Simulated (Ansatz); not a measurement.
Write a Python script for the Python package of Ansatz (0.2.0) that makes a scan of the Hubbard U of FeO, space group R-3m. Use (first run): PBE, PAW, the default cutoff (420 eV here), 7×7×7 k-points, Gaussian smearing of 0.3 eV, collinear spin, D3BJ dispersion.

```yaml
crystal:
  lattice:
    - [1.51882, 0.87689, 2.51958]
    - [-1.51882, 0.87689, 2.51958]
    - [0.00000, -1.75378, 2.51958]
  atoms:
    - { symbol: Fe, position: [0.00000, 0.00000, 0.00000] }
    - { symbol: O, position: [0.50000, 0.50000, 0.50000] }
```

The script, `plus_u_feo.py`:
```python
import ansatz as az
import numpy as np


def count_gap(report):
    # lowest empty less highest filled band, counting bands; zero where they overlap
    return max(report.get("gap_by_band_count_ev") or 0.0, 0.0)

feo = (
    az.Lattice.from_parameters(3.069858, 3.069858, 3.069858, alpha=59.30691, beta=59.30691, gamma=59.30691)
    .atom("Fe", (0.0, 0.0, 0.0))
    .atom("O", (0.5, 0.5, 0.5))
    .moments(Fe=4.5)
)

base = (
    feo.calculation()
    .kpoints(length=17)
    .spin("collinear")
    .occupations(az.OccupationsMethod.GAUSSIAN, width=0.3)
    .accuracy("low")
    .scf(extra_bands=6, lower_state_search="standard")
    .functional(az.Functional.PBE, dispersion="d3bj")
    .band_table()
)
rows = []
for u in [0.0, 2.0, 4.0, 6.0]:
    summary = base.hubbard("Fe", "d", u_eff=u, double_counting="amf").run().report
    shell = summary["hubbard"]["n_scf"]
    rows.append((u, count_gap(summary), sum(shell) / len(shell), max(abs(m) for m in summary["site_moments_mub"]), summary["n_iterations"]))
print("      U_eff eV  gap by band count eV  Fe d occupation (projector)  largest moment muB      iterations")
for row in rows:
    print(f"{str(row[0]):>14s}  {row[1]:20.3f}  {row[2]:27.4f}  {row[3]:18.3f}  {row[4]:14d}")
print("eigenvalues of the first occupation matrix at the last U, by spin:")
for channel in summary["hubbard"]["n_eig"][0]:
    print("  ", " ".join(f"{n:.3f}" for n in channel))
```

```console
$ python plus_u_feo.py
DeckWarning: basis.ecutwfc = 420 eV, auto-derived from the records' recommended cutoffs: set by Fe (normal level)
DeckWarning: the band count 17 (scf.n_extra_bands) hosts the net moment |M| = 4.5000 μB (N_el = 22) but caps the reachable moment at 2·n_bands − N_el = 12.0000 μB, below the 18 bands that the automatic rule leaves for it — a moment growing past the seed, or [...]
RunWarning: dispersion: an atom stands within reach of a switch of its C6 between two reference coordination numbers of its element: through that C6 alone, e_disp changes by 0.025 eV or more while the distances to its neighbours run over a stretch of 0.05 Å [...]
RunWarning: this state was not checked for a lower one beside it: the run's test of it (scf.lower_state_search) could not run behind this SCF: only the SCF that gives a single point, or a chain of an scf and an nscf step, its state is followed, and the one of [...]
RunWarning: this result is not held to the crystal's symmetry: a search behind the close, the SCF from the whole filling of its shells under DFT+U, one down a way that the close's least curvature shows or from a spin flipped beside it, or a hybrid's further [...]
RunWarning: the starting moments were not kept: the SCF closed with an absolute magnetisation of 9.6e-1 μB, 1.2e-1 μB with each atom counted by its net moment, where they sum to 4.5 μB in size (1 site). That is at most 0.1 of that sum. The system's moment may [...]
      U_eff eV  gap by band count eV  Fe d occupation (projector)  largest moment muB      iterations
           0.0                 0.000                       6.3676               3.447              13
           2.0                 0.000                       6.3782               3.254               2
           4.0                 2.172                       6.3774               0.000               2
           6.0                 2.452                       6.3041               0.000               2
eigenvalues of the first occupation matrix at the last U, by spin:
   0.081 0.082 0.995 0.997 0.997
   0.081 0.082 0.995 0.997 0.997
```
(Warnings from the package without file and line, shortened, repeats left out.)

From U = 0 to 6 eV the largest site moment goes from 3.45 to 0.00 μB.

What to keep in mind:
- The SCF didn't keep the moments it started from (some shrank, vanished or turned); what is printed is the state reached.
- Dispersion corrections can be off by several per cent in the lattices of metals, and by several GPa in the pressure at a fixed cell.
- U, its shell and the double counting are chosen to explore, and aren't derived for this compound.
- Within a few hundredths of an angstrom the cell has the higher group Fm-3m; the lower one is a small distortion.
- A gap by band count of zero or less means overlapping bands, a metal.
- With one magnetic atom the cell can hold only ferromagnetic order.
- The structure is a deposited one; some such entries were measured under pressure or heat, so a shift against it needn't be the functional's error alone.
- Levels are Kohn-Sham eigenvalues on this mesh.
- Shell occupations and the effect of U depend on the projectors; a run with no .spin step is spin-unpolarised, and each U may end in a state that isn't the lowest.
- Run time: 6 min on 1 thread of Arm Neoverse V2, on a shared host, peak memory 0.71 GiB.
